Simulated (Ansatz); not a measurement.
# ScPt: how the settings move a single-point run

How sensitive is a single-point run of ScPt to its settings? A reference run comes first, then one run with altered input.

Program: Ansatz 0.2.0. Level of theory: reference: DFT, LDA, PAW with Ansatz's default frozen-core files, fully relativistic files with spin-orbit coupling; levels and slopes on a fine mesh. These are calculated values, not measurements.

**1. The structure to begin with**

The structure is cubic, space group Pm-3m (No. 221). Conventional cell: a = 3.230 Å, b = 3.230 Å, c = 3.230 Å, α = 90.00°, β = 90.00°, γ = 90.00°. Around Sc (site symmetry m-3m) lie 8 Pt at 2.80 Å. Around Pt (site symmetry m-3m) lie 8 Sc at 2.80 Å.

Coordinates:

```cif
data_structure
_symmetry_space_group_name_H-M 'P 1'
_symmetry_Int_Tables_number 1
_cell_length_a 3.2300
_cell_length_b 3.2300
_cell_length_c 3.2300
_cell_angle_alpha 90.000
_cell_angle_beta 90.000
_cell_angle_gamma 90.000
_cell_volume 33.70
loop_
_atom_site_label
_atom_site_type_symbol
_atom_site_fract_x
_atom_site_fract_y
_atom_site_fract_z
_atom_site_occupancy
Sc1 Sc 0.50000 0.50000 0.50000 1
Pt1 Pt 0.00000 0.00000 0.00000 1
```

**2. Baseline**

Input file input.yaml:

```yaml
crystal:
  lattice:
    - [3.22998791248, 0.0, 0.0]
    - [0.0, 3.22998791248, 0.0]
    - [0.0, 0.0, 3.22998791248]
  atoms:
    - { symbol: Sc, position: [0.5, 0.5, 0.5] }
    - { symbol: Pt, position: [0.0, 0.0, 0.0] }
kpoints:
  mp_grid: { grid: [12, 12, 12] }
scf:
  occupations: { method: fermi_dirac, width: 0.08 }
hamiltonian:
  xc: lda
  pseudopotentials: { kind: paw_fr }
magnetization:
  noncollinear: true
  spin_orbit: true
output:
  forces: true
  stress: true
  eigenvalues: true
  eigenstates:
    nscf_kmesh: { grid: [14, 14, 14] }
    de_dk: true
    e_range: [-14, 14]
checkpoint:
  write: ck
  write_wavefunctions: false
```

The run is started by

```sh
$ ansatz run input.yaml --threads 1 --pin off --max-ram 3072MiB --backend cpu --events-out ev --progress --plain --runs-dir out
```

**3. Changed: mp_grid.grid [6, 6, 6], scf.algorithm density_mixing**

Changes to input.yaml since step 2:

```diff
@@ -9,5 +9,6 @@
 kpoints:
-  mp_grid: { grid: [12, 12, 12] }
+  mp_grid: { grid: [6, 6, 6] }
 scf:
   occupations: { method: fermi_dirac, width: 0.08 }
+  algorithm: density_mixing
 hamiltonian:
```

Q: Predict the outcome of this session. Wanted: for each run, ending; energy change; pressure; gap; force.

The runs gave:

```tsv
run	ending	energy change	pressure (GPa)	gap (eV)	force (eV/Å)	cycles	time
reference	converged	0	-0.3	0.00	0.00	-	43 s
1: mp_grid.grid [6, 6, 6], scf.algorithm density_mixing	converged	-47.3 meV/atom	-1.0	0.00	0.00	11	22 s
```

Residual by cycle in the longest SCF loop of each run; runs are numbered as in the table. The quantity is the density residual dr2, in eV.

```tsv
cycle	reference	run 1
1	55.6	56.1
2	0.414	0.439
3	0.102	0.106
4	0.0679	0.066
5	0.00953	0.0108
6	6.2e-4	3.3e-4
7	1.1e-4	7.6e-5
8	7.7e-6	6.1e-6
9	3.0e-7	3.4e-7
10	1.8e-11	7.6e-11
11	1.5e-12	1.3e-12
```

Changing the k-point mesh and solver moves the energy by -47.3 meV/atom, and the pressure goes from -0.3 to -1.0 GPa. Sampling errors of the energy have no fixed sign. Mixing and thresholds change the path, not the converged energy, so the shift is the mesh's.
